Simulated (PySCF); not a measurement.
**BiCl+: bond curves at several levels of theory**

An exercise on one series of results from a longer session: the logs are not shown, and one member is left open.

Method: Bi def2-SVPD with ECP60, Cl def2-SVPD, scalar-relativistic core potentials; program: PySCF 2.14.0.

Set-up of the first run:

The job is set up so:

```json
{
  "atoms": "Bi, Cl",
  "charge": "1",
  "basis": "Bi def2-SVPD with ECP60, Cl def2-SVPD",
  "Hamiltonian": "scalar-relativistic core potentials",
  "basis functions": "59",
  "electrons treated": "39",
  "masses in u": "208.9804, 34.9689",
  "levels": "PBE0, PBE, r²SCAN, BLYP, TPSSh, PW91, HSE06, HF, MP2, SCS-MP2, CCSD, CCSD(T)",
  "grid": "80 radial by 434 angular points",
  "occupations": "held fixed by the projection of orbital angular momentum",
  "dissociation limit": "Bi+ + Cl, each in its ground configuration",
  "starting distance in angstrom": "2.530",
  "values of 2S to try": "1, 3"
}
```

The run is started by

```sh
$ OMP_NUM_THREADS=1 python dia.py task.json out
```

Among the steps run: Set-up; The PBE0 curve of the state that the search chose; Excited determinants; PBE (GGA); r²SCAN; BLYP (GGA); TPSSh; PW91; HSE06; UHF (mean field); Correlated methods on the Hartree–Fock reference.

One of the session's tables, all rows but one given; the rest of the session is left out.

Energy (eV) from each level's lowest point:

| R (Å) | UHF | UHF-MP2 | UHF-SCS-MP2 | UHF-CCSD | UHF-CCSD(T) |
| --- | --- | --- | --- | --- | --- |
| 2.049 | 1.562 | 1.600 | 1.632 | n/a | n/a |
| 2.145 | 0.688 | 0.717 | 0.739 | 0.745 | 0.778 |
| 2.240 | ? | ? | ? | ? | ? |
| 2.312 | 0.046 | 0.055 | 0.062 | 0.064 | 0.074 |
| 2.383 | 0.000 | 0.000 | 0.000 | 0.000 | 0.000 |
| 2.454 | 0.045 | 0.037 | 0.030 | 0.027 | 0.016 |
| 2.550 | 0.208 | 0.190 | 0.174 | 0.163 | 0.138 |
| 2.669 | 0.515 | 0.508 | 0.482 | 0.439 | 0.398 |
| 2.812 | 0.906 | 1.218 | 1.182 | 0.845 | 0.806 |
| 3.003 | 1.217 | 1.996 | 1.931 | n/a | n/a |

Estimate the missing values for R (Å) = 2.240.

Worked estimate for «UHF». A straight line through the neighbours (2.145, 0.688) and (2.312, 0.046) gives 0.688 + (0.046 − 0.688) × (2.240 − 2.145) / (2.312 − 2.145) = 0.323; a parabola fitted to 4 rows on both sides gives 0.197.

The run gave: UHF: 0.213; UHF-MP2: 0.230; UHF-SCS-MP2: 0.244; UHF-CCSD: 0.248; UHF-CCSD(T): 0.268. In «UHF» the line misses by +0.110 and the parabola by -0.016.

State 2 has its PBE0 minimum 2.39 eV higher. The other levels ran on the lowest alone.

Limits of these values: At some levels the lowest empty orbital lies below the highest filled one (the two can be of opposite spin).
